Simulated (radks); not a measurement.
# Polarisabilities and dispersion coefficients of Mo, O, Hf⁺ and others

Aim: static dipole polarisabilities and C6 coefficients, each species in its NIST ground configuration. After each ground state the linear response is solved; its values go to the run's result record, not to the log. Response by self-consistent Sternheimer equations with the Hartree and adiabatic LDA kernel, the relativistic mass of each level held fixed and spin-orbit coupling left out.

Program: radks (a radial shooting solver on a logarithmic mesh, Libxc functionals) version 1. Level of theory: scalar-relativistic Kohn-Sham, LDA (Slater exchange, Perdew-Wang correlation), spin-unpolarised, spherical densities, finite nucleus. These are calculated values, not measurements, unless marked.

**1. The system**

| Quantity | Value |
| --- | --- |
| species | Mo ([Kr] 4d5 5s1), O ([He] 2s2 2p4), Hf⁺ ([Xe] 4f14 5d1 6s2), Ne²⁺ ([He] 2s2 2p4), Ba ([Xe] 6s2), Kr²⁺ ([Ar] 3d10 4s2 4p4), Sn⁺ ([Kr] 4d10 5s2 5p1), Sb ([Kr] 4d10 5s2 5p3) |

In the logs a row gives level, spin channel, occupation and eigenvalue; Etot, Ekin, Encl (electron-nucleus), Eh (Hartree) and Exc are energies, all in hartree; err is the last residual, it the number of iterations.

**2. Mo, [Kr] 4d5 5s1**

Input:

```text
Z 42
configuration [Kr] 4d5 5s1
relativity scalar-relativistic
functional lda,pw
spin unpolarised
nucleus finite rms 4.4091 fm
c 137.035999084
response adiabatic LDA kernel
```

The log of the run:

```text
1s      1   2.0000        -727.43536060
2s      1   2.0000        -102.76525388
2p      1   6.0000         -91.94223714
3s      1   2.0000         -17.47089717
3p      1   6.0000         -13.92402771
3d      1  10.0000          -8.13287095
4s      1   2.0000          -2.36748788
4p      1   6.0000          -1.41815798
4d      1   5.0000          -0.14452742
5s      1   1.0000          -0.15882527
Etot -4044.3625196320545
Ekin 4168.71101689112
Encl -9751.045372237717
Eh 1657.1775929784653
Exc -119.2057572639231
err 3.6598362595921697e-09
it 14
```

Highest occupied level: 4d at -3.933 eV. The response step gives α = 79.44 bohr³ (145.3 without the induced potential) and C6 = 848.4 hartree bohr⁶.

Radial moments (bohr):

```csv
level,occupation,energy (eV),<r>,outermost maximum (interpolated),90 % within,nodes
2p,6,-2501.9,0.1340,0.104,0.218,0
3s,2,-475.41,0.4297,0.384,0.635,2
3p,6,-378.89,0.4312,0.377,0.652,1
3d,10,-221.31,0.4156,0.322,0.665,0
4s,2,-64.423,1.106,0.987,1.61,3
4p,6,-38.590,1.237,1.07,1.84,2
5s,1,-4.322,3.548,2.92,5.34,4
4d,5,-3.933,2.003,1.39,3.34,1
```

The radial density on a logarithmic grid:

```csv
r (bohr),4πr²ρ (e/bohr)
0.00160,1.931
0.00247,4.087
0.00383,8.422
0.00595,16.29
0.00924,28.59
0.0142,42.99
0.0221,52.60
0.0343,49.72
0.0533,45.23
0.0821,58.48
0.127,63.02
0.198,42.30
0.307,48.75
0.473,36.00
0.735,12.35
1.14,11.06
1.77,4.864
2.73,1.496
4.24,0.4200
6.58,0.04633
```

**3. O, [He] 2s2 2p4**

Input:

```text
Z 8
configuration [He] 2s2 2p4
relativity scalar-relativistic
functional lda,pw
spin unpolarised
nucleus finite rms 2.6991 fm
c 137.035999084
response adiabatic LDA kernel
```

The log of the run:

```text
1s      1   2.0000         -18.77404241
2s      1   2.0000          -0.87292503
2p      1   4.0000          -0.33800408
Etot -74.52632036389113
Ekin 74.27358528534177
Encl -177.38020218866657
Eh 36.35259849442874
Exc -7.772301954995075
err 1.923762520363799e-09
it 13
```

Highest occupied level: 2p at -9.198 eV. The response step gives α = 6.018 bohr³ (7.217 without the induced potential) and C6 = 18.42 hartree bohr⁶.

**4. Hf⁺, [Xe] 4f14 5d1 6s2**

Input:

```text
Z 72
configuration [Xe] 4f14 5d1 6s2
relativity scalar-relativistic
functional lda,pw
spin unpolarised
nucleus finite rms 5.347 fm
c 137.035999084
response adiabatic LDA kernel
```

The log of the run:

```text
1s      1   2.0000       -2396.73870693
2s      1   2.0000        -410.24430740
2p      1   6.0000        -360.50483418
3s      1   2.0000         -93.72124041
3p      1   6.0000         -78.85510130
3d      1  10.0000         -61.19805242
4s      1   2.0000         -19.13128785
4p      1   6.0000         -14.24986069
4d      1  10.0000          -7.93333262
4f      1  14.0000          -0.97149343
5s      1   2.0000          -2.81275461
5p      1   6.0000          -1.65187290
5d      1   1.0000          -0.40240324
6s      1   2.0000          -0.44399951
Etot -15066.90511692984
Ekin 16498.924923069666
Encl -37149.02147738154
Eh 5881.4532350228865
Exc -298.26179764085396
err 1.1105250068994345e-08
it 17
```

5d is the highest filled level (-10.950 eV). The response step gives α = 48.99 bohr³ (91.20 without the induced potential) and C6 = 481.1 hartree bohr⁶.

**5. Ne²⁺, [He] 2s2 2p4**

Input:

```text
Z 10
configuration [He] 2s2 2p4
relativity scalar-relativistic
functional lda,pw
spin unpolarised
nucleus finite rms 3.0055 fm
c 137.035999084
response adiabatic LDA kernel
```

The log of the run:

```text
1s      1   2.0000         -32.20586541
2s      1   2.0000          -2.85554080
2p      1   4.0000          -2.01915458
Etot -125.94694392602794
Ekin 125.79839177448827
Encl -292.3902580528454
Eh 51.090635022366016
Exc -10.445712670036814
err 1.7258231323378238e-10
it 14
```

The top filled level is 2p, -54.944 eV. The response step gives α = 0.8653 bohr³ (1.091 without the induced potential) and C6 = 1.109 hartree bohr⁶.

**6. Ba, [Xe] 6s2**

Input:

```text
Z 56
configuration [Xe] 6s2
relativity scalar-relativistic
functional lda,pw
spin unpolarised
nucleus finite rms 4.8378 fm
c 137.035999084
response adiabatic LDA kernel
```

The log of the run:

```text
1s      1   2.0000       -1367.70182939
2s      1   2.0000        -216.22284511
2p      1   6.0000        -194.00638173
3s      1   2.0000         -45.62385933
3p      1   6.0000         -38.49876438
3d      1  10.0000         -28.11681860
4s      1   2.0000          -8.93879801
4p      1   6.0000          -6.63768477
4d      1  10.0000          -3.29478045
5s      1   2.0000          -1.24220211
5p      1   6.0000          -0.69110306
6s      1   2.0000          -0.12301290
Etot -8128.978666504281
Ekin 8578.625494157568
Encl -19675.01313977038
Eh 3158.579019781271
Exc -191.17004067273945
err 2.982776083926622e-10
it 14
```

6s is the highest filled level (-3.347 eV). The response step gives α = 238.6 bohr³ (445.8 without the induced potential) and C6 = 4453 hartree bohr⁶.

**7. Kr²⁺, [Ar] 3d10 4s2 4p4**

Input:

```text
Z 36
configuration [Ar] 3d10 4s2 4p4
relativity scalar-relativistic
functional lda,pw
spin unpolarised
nucleus finite rms 4.1884 fm
c 137.035999084
response adiabatic LDA kernel
```

The log of the run:

```text
1s      1   2.0000        -520.42258052
2s      1   2.0000         -69.36508258
2p      1   6.0000         -61.49955510
3s      1   2.0000         -10.60330010
3p      1   6.0000          -8.09841941
3d      1  10.0000          -3.93679922
4s      1   2.0000          -1.70046113
4p      1   4.0000          -1.14492157
Etot -2785.357756221127
Ekin 2848.155797095511
Encl -6690.9236124186555
Eh 1149.618892587664
Exc -92.20883348564666
err 8.044416419713334e-10
it 14
```

4p is the highest filled level (-31.155 eV). The response step gives α = 7.467 bohr³ (11.78 without the induced potential) and C6 = 37.01 hartree bohr⁶.

**8. Sn⁺, [Kr] 4d10 5s2 5p1**

Input:

```text
Z 50
configuration [Kr] 4d10 5s2 5p1
relativity scalar-relativistic
functional lda,pw
spin unpolarised
nucleus finite rms 4.6519 fm
c 137.035999084
response adiabatic LDA kernel
```

The log of the run:

```text
1s      1   2.0000       -1065.23158863
2s      1   2.0000        -161.09956575
2p      1   6.0000        -144.74548152
3s      1   2.0000         -31.30759339
3p      1   6.0000         -25.96179670
3d      1  10.0000         -17.70443932
4s      1   2.0000          -5.20769942
4p      1   6.0000          -3.58752703
4d      1  10.0000          -1.24701690
5s      1   2.0000          -0.66724785
5p      1   1.0000          -0.38657773
Etot -6171.445869082943
Ekin 6441.431143508826
Encl -14914.375720691332
Eh 2460.663846380151
Exc -159.16513828058726
err 4.960675987604355e-09
it 14
```

5p is the highest filled level (-10.519 eV). The response step gives α = 26.26 bohr³ (44.30 without the induced potential) and C6 = 201.2 hartree bohr⁶.

**9. Sb, [Kr] 4d10 5s2 5p3**

Input:

```text
Z 51
configuration [Kr] 4d10 5s2 5p3
relativity scalar-relativistic
functional lda,pw
spin unpolarised
nucleus finite rms 4.6802 fm
c 137.035999084
response adiabatic LDA kernel
```

The log of the run:

```text
1s      1   2.0000       -1112.35528266
2s      1   2.0000        -169.30487010
2p      1   6.0000        -152.09152436
3s      1   2.0000         -33.17325943
3p      1   6.0000         -27.56046243
3d      1  10.0000         -18.96710824
4s      1   2.0000          -5.45676552
4p      1   6.0000          -3.73398953
4d      1  10.0000          -1.23326861
5s      1   2.0000          -0.48084076
5p      1   3.0000          -0.18348167
Etot -6475.786165375378
Ekin 6770.788596196244
Encl -15667.062797299406
Eh 2585.0586478040686
Exc -164.57061207628414
err 7.991107407002448e-09
it 13
```

5p is the highest filled level (-4.993 eV). The response step gives α = 50.82 bohr³ (77.99 without the induced potential) and C6 = 563.1 hartree bohr⁶.

**10. All runs together**

```csv
species,−ε(HOMO) (eV),α (bohr³),α uncoupled (bohr³),C6 (hartree bohr⁶),C8 (hartree bohr⁸),recommended α (bohr³)
Mo,3.933,79.44,145.3,848.4,-,87
O,9.198,6.018,7.217,18.42,-,5.3
Hf⁺,10.950,48.99,91.20,481.1,-,-
Ne²⁺,54.944,0.8653,1.091,1.109,-,-
Ba,3.347,238.6,445.8,4453,680961,272
Kr²⁺,31.155,7.467,11.78,37.01,-,-
Sn⁺,10.519,26.26,44.30,201.2,-,-
Sb,4.993,50.82,77.99,563.1,-,43
```

Uncoupled leaves out the potential induced by the response; C6 and C8 are for like pairs. Ba is the most polarisable and Ne²⁺ the least, a factor 276 apart. For the pair Ba–Ne²⁺ the Casimir-Polder integral gives C6 = 35.76, the rule 2·Ca·Cb/(Ca·αb/αa + Cb·αa/αb) on the like-pair values 30.68. Against the recommended values (Schwerdtfeger and Nagle, 2023 table) the misses are Mo -9 %, O +14 %, Ba -12 %, Sb +18 %. C8 is given only where no p, d or f shell is open. For heavy and open-shell atoms this level can miss by tens of per cent.
